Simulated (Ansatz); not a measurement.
I need a ladder of methods at one geometry of ClSe (charge +1). Use the Python package of Ansatz (0.2.0). Level of theory (for the species named): MP2, def2-SVP basis, multiplicity 3. The script varies method: mp2, ccsd, ccsd_t, bccd_t.

| atom | x (Å) | y (Å) | z (Å) |
| --- | --- | --- | --- |
| Se | 0.0000 | 0.0000 | 0.0000 |
| Cl | 0.0000 | 0.0000 | 2.1850 |

`clse.py`
```python
from dataclasses import dataclass
import logging
import sys

import ansatz as az
from ase import Atoms

logging.basicConfig(stream=sys.stdout, format="[%(levelname)s] %(message)s")
log = logging.getLogger("run")
log.setLevel(logging.INFO)


@dataclass
class Options:
    basis_set: str = "def2-SVP"
    charge: int = 1


opts = Options()

atoms = Atoms(["Se", "Cl"], positions=[
    [0.0, 0.0, 0.0],
    [0.0, 0.0, 2.185],
])
geometry = az.Crystal.molecule_from_ase(atoms)

calculation = geometry.calculation().basis(gaussian=opts.basis_set).charge(opts.charge).spin("collinear", total=2)

methods = ["mp2", "ccsd", "ccsd_t", "bccd_t"]
reports = [calculation.correlation(m).run().report for m in methods]
log.info(f"Hartree-Fock reference {reports[0]['reference_energy_ev'] / 27.211386246:.6f} Ha")
best = reports[-1]["free_energy_ev"] - reports[-1]["reference_energy_ev"]
for method, each in zip(methods, reports):
    gained = each["free_energy_ev"] - each["reference_energy_ev"]
    log.info(f"{method:8s} total {each['free_energy_ev'] / 27.211386246:.6f} Ha  correlation {gained:9.4f} eV  ({100 * gained / best:.1f} % of the last)")
```

```console
$ python clse.py
[INFO] Hartree-Fock reference -2858.561950 Ha
[INFO] mp2      total -2858.889868 Ha  correlation   -8.9231 eV  (90.9 % of the last)
[INFO] ccsd     total -2858.911703 Ha  correlation   -9.5172 eV  (97.0 % of the last)
[INFO] ccsd_t   total -2858.922627 Ha  correlation   -9.8145 eV  (100.0 % of the last)
[INFO] bccd_t   total -2858.922698 Ha  correlation   -9.8164 eV  (100.0 % of the last)
```

Caveats:
- Total energies depend on the basis set; only differences at equal settings carry meaning.
- The geometry is a force-field or estimated start, not a minimum of this method, and the basis set is short of its limit. A lower total doesn't mark the better method: functionals have no common bound, and MP2 and coupled cluster aren't variational.
- The species is open-shell (spin multiplicity 3).
- Inner cores stay frozen; a filled d shell under the valence of the heavier atoms is correlated with it.
- The spin state was assumed, and another may lie lower.
- Finished in 26 s on 1 thread of AMD EPYC 7R43 64-Core Processor (Zen 3), with other jobs on the host, peak memory 0.22 GiB.
